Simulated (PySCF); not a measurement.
# The bond of GeI+, level by level

What are the lowest state that PBE0 finds, the bond length, vibrational wavenumber and bond energy of GeI+, and how much do these hang on the method?

Method: Ge cc-pVDZ-PP with ECP10, I cc-pVDZ-PP with ECP28, scalar-relativistic core potentials; program: PySCF 2.14.0.

### 1 The job

The job is set up so:

```json
{
 "atoms": "Ge, I",
 "charge": "1",
 "basis": "Ge cc-pVDZ-PP with ECP10, I cc-pVDZ-PP with ECP28",
 "Hamiltonian": "scalar-relativistic core potentials",
 "basis functions": "46",
 "electrons treated": "46",
 "masses in u": "73.9212, 126.9045",
 "levels": "PBE0, PBE, r²SCAN, revPBE, M06, B3LYP, HSE06, HF, MP2, SCS-MP2, CCSD, CCSD(T)",
 "grid": "80 radial by 434 angular points",
 "occupations": "held fixed by the projection of orbital angular momentum",
 "dissociation limit": "Ge+ + I, each in its ground configuration",
 "starting distance in angstrom": "2.570",
 "values of 2S to try": "0, 2"
}
```

Run with:

```
OMP_NUM_THREADS=1 python dia.py task.json out
```

After this run come: PBE0 along the bond; Excited determinants; PBE; r²SCAN; revPBE (GGA); M06; B3LYP; HSE06; RHF; MP2 and coupled cluster.

Q: Predict the outcome of this session. Wanted: for each run, Re; ωe; De; μ.

As calculated:

Lowest PBE0 solution found, without spin–orbit coupling: ¹Σ⁺ (singlet), closed shell. State 2 has its PBE0 minimum 2.55 eV higher. The other levels ran on the lowest alone.

```
      level  Re (Å)  ωe (cm⁻¹)  De (eV)  μ (D)
        RHF   2.415        308     2.20  -4.64
    RHF-MP2   2.415        312     3.57    n/a
RHF-SCS-MP2   2.420        309     3.40    n/a
   RHF-CCSD   2.422        306     3.34    n/a
RHF-CCSD(T)   2.432      298.5     3.54    n/a
        PBE   2.443      287.8     4.16  -3.68
     revPBE   2.451      284.3     3.93  -3.75
     r²SCAN   2.418      299.6     4.00  -3.66
      B3LYP   2.439      291.1     3.77  -3.94
       PBE0   2.415        303     3.84  -3.89
        M06   2.428      298.5     3.95  -3.94
      HSE06   2.419        301     3.90  -3.86
```

De is counted to Ge+ + I in their ground configurations. A positive dipole points from Ge to I; in an ion it is taken about the centre of mass and does not tell which atom is negative.

**Reading.** Bond lengths run from 2.415 Å (RHF) to 2.451 Å (revPBE). Among the levels with a De in the table, it runs from 2.20 eV (RHF) to 4.16 eV (PBE).

Correlated steps freeze 8 core orbitals. Spin–orbit coupling is left out, which matters for elements this heavy, above all for dissociation energies. T1 is 0.018 near the minimum (highest on the curve 0.032), which may point to more than one leading configuration.
